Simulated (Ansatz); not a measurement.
Predict the output of the script below (Ansatz 0.2.0, Python API).

`ase_relax.py`
```python
import warnings

import ansatz as az
from ase import Atoms
from ase.calculators.calculator import Calculator, all_changes
from ase.optimize import BFGSLineSearch
import numpy as np


class AnsatzEngine(Calculator):
    implemented_properties = ["energy", "free_energy", "forces"]

    def calculate(self, atoms=None, properties=("energy",), system_changes=all_changes):
        super().calculate(atoms, properties, system_changes)
        bare = self.atoms.copy()
        bare.set_constraint()
        bare.set_momenta(None)
        job = (
            az.Crystal.from_ase(bare).calculation()
            .functional("mr2scan")
            .basis(14 * az.Ha, xc_grid=3)
            .kpoints(5, 5, 5)
            .occupations(az.OccupationsMethod.FERMI_DIRAC, width=0.2)
            .mixing("broyden", ndim=8, beta=0.2)
            .forces()
        )
        report = job.run(threads=1, pin="off").report
        self.results["free_energy"] = report["lagrangian_ev"]
        self.results["energy"] = report.get("lagrangian_sigma0_ev", report["lagrangian_ev"])
        self.results["forces"] = np.array(report["forces_ev_ang"])

warnings.simplefilter("ignore")
atoms = Atoms(
    ["Tl", "Bi"],
    cell=[(3.991709, 0.0, 0.0), (0.0, 3.991709, 0.0), (0.0, 0.0, 3.991709)],
    scaled_positions=[
        (0.0, 0.0, 0.0),
        (0.5, 0.5, 0.5),
    ],
    pbc=True,
)
atoms.rattle(0.07, seed=82)
atoms.calc = AnsatzEngine()
before = atoms.get_potential_energy(), atoms.get_volume()
optimiser = BFGSLineSearch(atoms, logfile=None)


def tell():
    fmax = np.linalg.norm(atoms.get_forces(), axis=1).max()
    print(f"step {optimiser.nsteps:2d}  E = {atoms.get_potential_energy():.5f} eV  fmax = {fmax:.4f}  V = {atoms.get_volume():.3f} A^3")


optimiser.attach(tell)
met = optimiser.run(fmax=0.02, steps=12)
print("threshold met:", bool(met), " energy gained:", round(before[0] - atoms.get_potential_energy(), 5), "eV")
print("cell lengths and angles:", np.round(atoms.cell.cellpar(), 3))
print(np.round(atoms.get_scaled_positions(), 4))
```

Output of `python ase_relax.py`:
```text
step  0  E = -23869.28776 eV  fmax = 0.1797  V = 63.603 A^3
step  1  E = -23869.30187 eV  fmax = 0.0065  V = 63.603 A^3
threshold met: True  energy gained: 0.01411 eV
cell lengths and angles: [ 3.992  3.992  3.992 90.    90.    90.   ]
[[0.0122 0.9934 0.0103]
 [0.5126 0.493  0.5117]]
```

These settings explore the input space; cutoff and mesh may be short of convergence. The cutoff lies under the one recommended for these potentials. The mesh is modest for a metal, so energies can be off by several to tens of meV an atom and pressures by half a GPa or more; differences at equal mesh fare better. Spin-orbit coupling, which matters for elements this heavy, is left out. The structure comes from a database of computed cells and needn't be a stable or known phase. The script silences warnings, which a real study should read. Finished in 49 s on 1 thread of Arm Neoverse V2, on a shared host, peak memory 0.52 GiB.
